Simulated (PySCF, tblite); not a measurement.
# 3-acetylpyridine: a rotation path, then NMR shifts on frames, part 2 of 2

tblite 0.8.0 and PySCF 2.14.0. Atoms count from 0. The steps go on from the part before.

## Step 5: Nuclear shieldings: image 4, PBE0/pcSseg-1

What the job is given:

```
{"job": {"kind": "nmr", "xc": "PBE0", "basis": "pcSseg-1", "pop": false}, "charge": 0, "multiplicity": 1}
C     -2.518000    -0.045600    -0.076200
C     -1.373600    -0.911400     0.383400
O     -1.507100    -2.019400     0.835800
C     -0.029200    -0.276300     0.227900
C      0.692600    -0.412200    -0.952700
C      1.961300     0.137100    -1.028700
C      2.456900     0.802200     0.082800
N      1.773900     0.944100     1.205200
C      0.568100     0.416900     1.279200
H     -2.548300     0.860700     0.526600
H     -3.459800    -0.580300     0.017400
H     -2.356700     0.248100    -1.112100
H      0.271700    -0.960200    -1.783900
H      2.555400     0.037000    -1.923500
H      3.450100     1.230500     0.082900
H      0.055100     0.537900     2.224500
```

With the program's defaults for keys left out, this is: GIAO PBE0/pcSseg-1 NMR shielding, non-relativistic, gas phase.

The program printed:

```text
coarse grid: 14096 points
cycle   1  E = -400.2116576766  dE =  1.687e+00  |g| = 8.040e-01  |ddm| = 3.884e+00
cycle   2  E = -399.8049922067  dE =  4.067e-01  |g| = 1.661e+00  |ddm| = 2.750e+00
cycle   3  E = -400.3390961631  dE = -5.341e-01  |g| = 1.682e-01  |ddm| = 2.083e+00
cycle   4  E = -400.3450810624  dE = -5.985e-03  |g| = 6.883e-02  |ddm| = 2.154e-01
cycle   5  E = -400.3460914273  dE = -1.010e-03  |g| = 2.267e-02  |ddm| = 7.716e-02
cycle   6  E = -400.3462109478  dE = -1.195e-04  |g| = 6.855e-03  |ddm| = 2.455e-02
cycle   7  E = -400.3462214651  dE = -1.052e-05  |g| = 2.291e-03  |ddm| = 7.507e-03
cycle   8  E = -400.3462225470  dE = -1.082e-06  |g| = 7.449e-04  |ddm| = 2.826e-03
final grid: 138264 points
cycle   9  E = -400.4085463707  dE = -2.279e-05  |g| = 1.232e-02  |ddm| = 3.786e-02
cycle  10  E = -400.4084721961  dE =  7.417e-05  |g| = 2.340e-02  |ddm| = 3.097e-02
cycle  11  E = -400.4085762649  dE = -1.041e-04  |g| = 2.608e-03  |ddm| = 2.149e-02
cycle  12  E = -400.4085777017  dE = -1.437e-06  |g| = 3.810e-04  |ddm| = 2.557e-03
cycle  13  E = -400.4085777276  dE = -2.588e-08  |g| = 2.186e-04  |ddm| = 6.531e-04
cycle  14  E = -400.4085777395  dE = -1.194e-08  |g| = 4.065e-05  |ddm| = 2.586e-04
cycle  15  E = -400.4085777398  dE = -3.428e-10  |g| = 1.662e-05  |ddm| = 5.847e-05
converged SCF energy = -400.4085777398

GIAO shielding tensors (ppm)
atom      isotropic    diamagn.    paramagn.     s11        s22        s33       span
  0 C      150.088     253.489    -103.400    126.128    135.215    188.922     62.794
  1 C      -24.180     244.933    -269.113   -112.913    -59.581     99.953    212.866
  2 O     -380.137     397.551    -777.688  -1032.396   -444.014    336.000   1368.397
  3 C       40.513     270.109    -229.597    -52.543     18.571    155.509    208.052
  4 C       50.131     250.839    -200.709    -58.438     25.756    183.073    241.510
  5 C       59.197     258.230    -199.033    -54.741     51.408    180.925    235.667
  6 C       31.811     251.399    -219.589    -78.787     24.552    149.667    228.454
  7 N      -93.852     330.578    -424.430   -421.931   -172.569    312.946    734.877
  8 C       37.049     248.055    -211.005    -64.792     26.690    149.250    214.042
  9 H       29.108      30.107      -1.000     25.803     29.355     32.166      6.363
 10 H       29.375      28.438       0.938     26.628     26.772     34.726      8.098
 11 H       29.096      30.645      -1.549     25.499     29.965     31.824      6.325
 12 H       24.093      32.905      -8.812     21.271     22.829     28.180      6.909
 13 H       24.244      30.842      -6.598     21.731     23.402     27.599      5.868
 14 H       22.715      28.656      -5.941     18.971     22.641     26.533      7.563
 15 H       22.962      31.338      -8.376     19.365     21.702     27.817      8.452
```

It took 34 s on 1 thread, shared host.

In short: δ C1 211.1, C6 155.1, C8 149.9, C3 146.4, H14 9.00, H15 8.76 ppm.

## Step 6: NMR shieldings: image 6, PBE0/pcSseg-1

What the job is given:

```
{"job": {"kind": "nmr", "xc": "PBE0", "basis": "pcSseg-1", "pop": false}, "charge": 0, "multiplicity": 1}
C     -2.462400    -0.226500    -0.348500
C     -1.414000    -0.715700     0.617900
O     -1.659400    -1.431100     1.558900
C     -0.040200    -0.207100     0.358500
C      0.514200    -0.119900    -0.915500
C      1.811600     0.341900    -1.051000
C      2.506900     0.700400     0.095100
N      1.987700     0.633200     1.309200
C      0.755000     0.187200     1.437600
H     -2.521300     0.858800    -0.277400
H     -3.428100    -0.662600    -0.108600
H     -2.189400    -0.481700    -1.369600
H     -0.040100    -0.447300    -1.783200
H      2.277400     0.403200    -2.022200
H      3.531700     1.042300     0.042600
H      0.362800     0.133900     2.444700
```

Method: GIAO PBE0/pcSseg-1 NMR shielding, non-relativistic, gas phase.

The program printed:

```text
coarse grid: 14096 points
cycle   1  E = -400.2171747408  dE =  1.689e+00  |g| = 8.053e-01  |ddm| = 3.902e+00
cycle   2  E = -399.8073203609  dE =  4.099e-01  |g| = 1.658e+00  |ddm| = 2.991e+00
cycle   3  E = -400.3451068652  dE = -5.378e-01  |g| = 1.704e-01  |ddm| = 2.301e+00
cycle   4  E = -400.3511864852  dE = -6.080e-03  |g| = 6.897e-02  |ddm| = 2.174e-01
cycle   5  E = -400.3522120534  dE = -1.026e-03  |g| = 2.180e-02  |ddm| = 8.051e-02
cycle   6  E = -400.3523252450  dE = -1.132e-04  |g| = 7.003e-03  |ddm| = 2.640e-02
cycle   7  E = -400.3523358492  dE = -1.060e-05  |g| = 2.682e-03  |ddm| = 8.158e-03
cycle   8  E = -400.3523373427  dE = -1.494e-06  |g| = 7.615e-04  |ddm| = 3.373e-03
final grid: 138264 points
cycle   9  E = -400.4140309877  dE = -2.556e-05  |g| = 1.202e-02  |ddm| = 3.946e-02
cycle  10  E = -400.4139617078  dE =  6.928e-05  |g| = 2.263e-02  |ddm| = 3.159e-02
cycle  11  E = -400.4140598001  dE = -9.809e-05  |g| = 2.623e-03  |ddm| = 2.223e-02
cycle  12  E = -400.4140612305  dE = -1.430e-06  |g| = 3.650e-04  |ddm| = 2.651e-03
cycle  13  E = -400.4140612517  dE = -2.119e-08  |g| = 2.312e-04  |ddm| = 6.741e-04
cycle  14  E = -400.4140612649  dE = -1.326e-08  |g| = 4.084e-05  |ddm| = 2.842e-04
cycle  15  E = -400.4140612653  dE = -3.557e-10  |g| = 1.480e-05  |ddm| = 5.805e-05
converged SCF energy = -400.4140612653

GIAO shielding tensors (ppm)
atom      isotropic    diamagn.    paramagn.     s11        s22        s33       span
  0 C      155.704     253.968     -98.264    135.440    143.652    188.021     52.581
  1 C      -19.062     245.088    -264.150   -107.045    -49.213     99.071    206.116
  2 O     -354.663     398.306    -752.969   -995.482   -409.144    340.636   1336.118
  3 C       46.150     269.360    -223.210    -46.246     22.608    162.088    208.334
  4 C       47.340     252.618    -205.278    -57.713     21.280    178.455    236.168
  5 C       59.700     257.850    -198.150    -53.193     53.245    179.048    232.241
  6 C       28.377     251.431    -223.054    -83.817     21.444    147.502    231.320
  7 N      -94.928     330.832    -425.761   -420.577   -174.422    310.213    730.790
  8 C       32.089     247.595    -215.506    -68.204     17.072    147.400    215.604
  9 H       29.384      30.395      -1.012     26.639     28.890     32.621      5.982
 10 H       29.439      28.379       1.060     25.913     27.734     34.670      8.757
 11 H       28.638      31.189      -2.551     23.895     30.010     32.009      8.115
 12 H       23.720      33.813     -10.093     20.377     22.490     28.293      7.916
 13 H       24.256      31.125      -6.868     21.606     23.438     27.725      6.119
 14 H       22.620      28.583      -5.963     18.874     22.328     26.659      7.785
 15 H       22.588      31.295      -8.707     18.758     21.551     27.455      8.696
```

Run time: 31 s. Hardware: 1 thread, shared host.

This run: δ C1 206.0, C6 158.5, C8 154.8, C3 140.8, H15 9.13, H14 9.10 ppm.

## Step 7: Nuclear shieldings: image 8, PBE0/pcSseg-1

What the job is given:

```
{"job": {"kind": "nmr", "xc": "PBE0", "basis": "pcSseg-1", "pop": false}, "charge": 0, "multiplicity": 1}
C     -2.431300    -0.468400    -0.457300
C     -1.475700    -0.418800     0.709100
O     -1.834100    -0.651100     1.840400
C     -0.062500    -0.068900     0.404100
C      0.419200     0.207800    -0.874800
C      1.757800     0.523100    -1.030100
C      2.568600     0.550900     0.096000
N      2.126300     0.290100     1.315000
C      0.852000    -0.009700     1.461000
H     -2.473500     0.501100    -0.949500
H     -3.422000    -0.730500    -0.095100
H     -2.103200    -1.214100    -1.178800
H     -0.230400     0.180000    -1.736800
H      2.164900     0.743100    -2.004800
H      3.620600     0.792900     0.022100
H      0.515700    -0.218400     2.468000
```

Level: GIAO PBE0/pcSseg-1 NMR shielding, non-relativistic, gas phase.

The program printed:

```text
coarse grid: 14096 points
cycle   1  E = -400.2186521546  dE =  1.681e+00  |g| = 8.088e-01  |ddm| = 3.948e+00
cycle   2  E = -399.8066642288  dE =  4.120e-01  |g| = 1.657e+00  |ddm| = 3.452e+00
cycle   3  E = -400.3482695862  dE = -5.416e-01  |g| = 1.677e-01  |ddm| = 2.700e+00
cycle   4  E = -400.3540583224  dE = -5.789e-03  |g| = 6.913e-02  |ddm| = 2.143e-01
cycle   5  E = -400.3550943028  dE = -1.036e-03  |g| = 2.221e-02  |ddm| = 8.406e-02
cycle   6  E = -400.3552148922  dE = -1.206e-04  |g| = 6.869e-03  |ddm| = 2.749e-02
cycle   7  E = -400.3552249463  dE = -1.005e-05  |g| = 2.712e-03  |ddm| = 7.915e-03
cycle   8  E = -400.3552264605  dE = -1.514e-06  |g| = 7.353e-04  |ddm| = 3.503e-03
final grid: 138264 points
cycle   9  E = -400.4178807158  dE = -3.621e-05  |g| = 1.183e-02  |ddm| = 4.704e-02
cycle  10  E = -400.4178166210  dE =  6.409e-05  |g| = 2.189e-02  |ddm| = 3.307e-02
cycle  11  E = -400.4179086633  dE = -9.204e-05  |g| = 2.749e-03  |ddm| = 2.390e-02
cycle  12  E = -400.4179102047  dE = -1.541e-06  |g| = 3.706e-04  |ddm| = 2.946e-03
cycle  13  E = -400.4179102231  dE = -1.839e-08  |g| = 2.591e-04  |ddm| = 7.104e-04
cycle  14  E = -400.4179102397  dE = -1.654e-08  |g| = 4.244e-05  |ddm| = 3.196e-04
cycle  15  E = -400.4179102401  dE = -3.902e-10  |g| = 1.537e-05  |ddm| = 6.150e-05
converged SCF energy = -400.4179102401

GIAO shielding tensors (ppm)
atom      isotropic    diamagn.    paramagn.     s11        s22        s33       span
  0 C      158.209     253.662     -95.454    141.207    146.114    187.305     46.098
  1 C      -13.387     245.157    -258.544   -103.613    -34.908     98.358    201.971
  2 O     -323.656     399.676    -723.332   -932.551   -398.338    359.922   1292.473
  3 C       54.070     267.129    -213.059    -42.019     35.811    168.419    210.438
  4 C       45.465     252.601    -207.136    -58.473     16.489    178.379    236.852
  5 C       59.423     257.689    -198.267    -54.201     54.436    178.033    232.233
  6 C       26.903     251.590    -224.687    -86.143     20.201    146.650    232.794
  7 N      -93.530     331.070    -424.600   -419.751   -174.859    314.021    733.772
  8 C       29.586     247.813    -218.227    -71.803      6.505    154.055    225.858
  9 H       28.944      30.729      -1.785     25.122     29.406     32.304      7.182
 10 H       29.328      27.942       1.386     25.653     27.969     34.361      8.708
 11 H       28.942      30.707      -1.765     25.128     29.384     32.314      7.185
 12 H       23.497      34.277     -10.781     19.890     22.046     28.554      8.664
 13 H       24.235      31.167      -6.932     21.499     23.409     27.798      6.299
 14 H       22.581      28.557      -5.976     18.805     22.143     26.796      7.991
 15 H       21.964      31.714      -9.750     17.072     21.868     26.953      9.881
```

Wall time 36 s (1 thread, shared host).

In short: δ C1 200.3, C6 160.0, C8 157.3, C4 141.5, H15 9.75, H14 9.14 ppm.

## Step 8: Side by side: NMR shifts

Shifts (ppm) of some atoms, chosen among heavy atoms and hydrogens apart, with basis size and wall time:

| frame | C1 | C8 | C3 | C0 | H15 | H12 | O2 | functions | time |
| --- | --- | --- | --- | --- | --- | --- | --- | --- | --- |
| image 0 | 199.9 | 156.2 | 134.9 | 28.9 | 9.42 | 8.83 | 656.7 | 188 | 28 s |
| image 2 | 207.9 | 152.3 | 143.3 | 32.2 | 9.09 | 8.04 | 698.5 | 188 | 32 s |
| image 4 | 211.1 | 149.9 | 146.4 | 36.8 | 8.76 | 7.62 | 716.2 | 188 | 34 s |
| image 6 | 206.0 | 154.8 | 140.8 | 31.2 | 9.13 | 8.00 | 690.7 | 188 | 31 s |
| image 8 | 200.3 | 157.3 | 132.9 | 28.7 | 9.75 | 8.22 | 659.7 | 188 | 36 s |

## Step 9: Results

This closing draws on all 2 parts.

| quantity | value |
| --- | --- |
| barrier | 0.108 eV (2.5 kcal/mol) at image 4 |
| end to end (GFN2-xTB) | 0.023 eV |
| ¹³C shifts against TMS (PBE0/pcSseg-1, image 0) | 199.9, 159.5, 156.2, 142.9, 134.9, 128.8, 28.9 ppm |
| ¹H shifts against TMS (PBE0/pcSseg-1, image 0) | 9.42, 9.09, 8.83, 7.63, 2.85, 2.85, 2.45 ppm |
| ¹⁷O shifts against H2O (PBE0/pcSseg-1, image 0) | 656.7 ppm |
| ¹⁵N shifts against NH3 (PBE0/pcSseg-1, image 0) | 358.6 ppm |
| range of the shift of O2 | 656.7 to 716.2 ppm |

Along the band the dihedral turns by 180°, and the top (dihedral -89°) lies 2.5 kcal/mol above the start (GFN2-xTB, rough), so at room temperature this motion is fast. Ends this close can change order at a higher level. The top was not checked by a frequency run. Shifts at one fixed geometry are not the observed spectrum, which averages over the motion. In the first frame run (image 0): The largest span, 1280 ppm, is at O2, where the paramagnetic term is -722 ppm. NICS(1)zz of -28 ppm above the planar ring from C3 marks a diatropic (aromatic) ring current. In ppm, O2 moves most: its shift spreads over 59.5 ppm, from 656.7 (image 0) to 716.2 (image 4).
